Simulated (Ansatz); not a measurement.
**AlClGeH4: functionals against CCSD(T) at one geometry**

The task here is to estimate one member of a computed series from the others.

Method: single points in def2-TZVPP; program: Ansatz 0.2.0, Gaussian basis.

Correlated methods freeze the cores. Filled d shells of the heavier atoms are correlated.

**The system as given**

SMILES `[AlH2][GeH2][Cl]`, 7 atoms, charge 0, spin multiplicity 1.

Atoms are counted from 1 here; the program's logs count them from 0.

Bond lengths: Al1–Ge2 2.423 Å, Al1–H4 1.545 Å, Al1–H5 1.543 Å, Ge2–Cl3 2.099 Å, Ge2–H6 1.574 Å, Ge2–H7 1.567 Å. Angles: Ge2–Al1–H4 131.5°, Ge2–Al1–H5 106.7°, H4–Al1–H5 120.9°, Al1–Ge2–Cl3 124.9°, Al1–Ge2–H6 131.0°, Al1–Ge2–H7 78.4°, Cl3–Ge2–H6 103.5°, Cl3–Ge2–H7 107.0°, H6–Ge2–H7 95.9°.

Geometry (Å):

```
Al   -1.0320    0.3405   -0.9611
Ge    0.7189   -0.5411    0.4623
Cl    0.4175   -1.3414    2.3787
H    -2.1645   -0.3601   -1.7443
H    -1.0357    1.8704   -0.7624
H     2.2285   -0.8669    0.1604
H     0.9180    1.0037    0.6357
```

The first run:

run/in.yaml

```yaml
crystal:
  periodic: [false, false, false]
  atoms:
    - {symbol: Al, position_ang: [-1.032000, 0.340500, -0.961100]}
    - {symbol: Ge, position_ang: [0.718900, -0.541100, 0.462300]}
    - {symbol: Cl, position_ang: [0.417500, -1.341400, 2.378700]}
    - {symbol: H, position_ang: [-2.164500, -0.360100, -1.744300]}
    - {symbol: H, position_ang: [-1.035700, 1.870400, -0.762400]}
    - {symbol: H, position_ang: [2.228500, -0.866900, 0.160400]}
    - {symbol: H, position_ang: [0.918000, 1.003700, 0.635700]}
basis:
  gaussian: {orbitals: def2-TZVPP}
correlation: {method: ccsd_t}
output: {forces: true}
```

The command line of these runs was not kept.

Among the steps run: CCSD(T)/def2-TZVPP; PBE0-D4/def2-TZVPP; wB97M-V/def2-TZVPP; r2SCAN-D4/def2-TZVPP; PBE-D4/def2-TZVPP; LC-wPBE/def2-TZVPP; r2SCAN0-D4/def2-TZVPP.

One table of the session follows, with a row left open; its other results are not shown here.

```
    method  RMS force component (eV/Å)  angle to CCSD(T) forces (°)  dipole (D)
   CCSD(T)                       0.645                    reference        2.29
   PBE0-D4                       0.600                          4.6        2.28
   wB97M-V                       0.629                          3.6        2.39
 r2SCAN-D4                       0.607                          4.2        2.26
    PBE-D4                       0.628                         13.7        2.14
   LC-wPBE                           ?                            ?           ?
r2SCAN0-D4                       0.601                          4.9        2.36
```

**Question.** Estimate the row for LC-wPBE.

The run gave: RMS force component (eV/Å): 0.606; angle to CCSD(T) forces (°): 10.4; dipole (D): 2.43. In the column «RMS force component (eV/Å)» it lies between r2SCAN0-D4 (0.601) and r2SCAN-D4 (0.607).
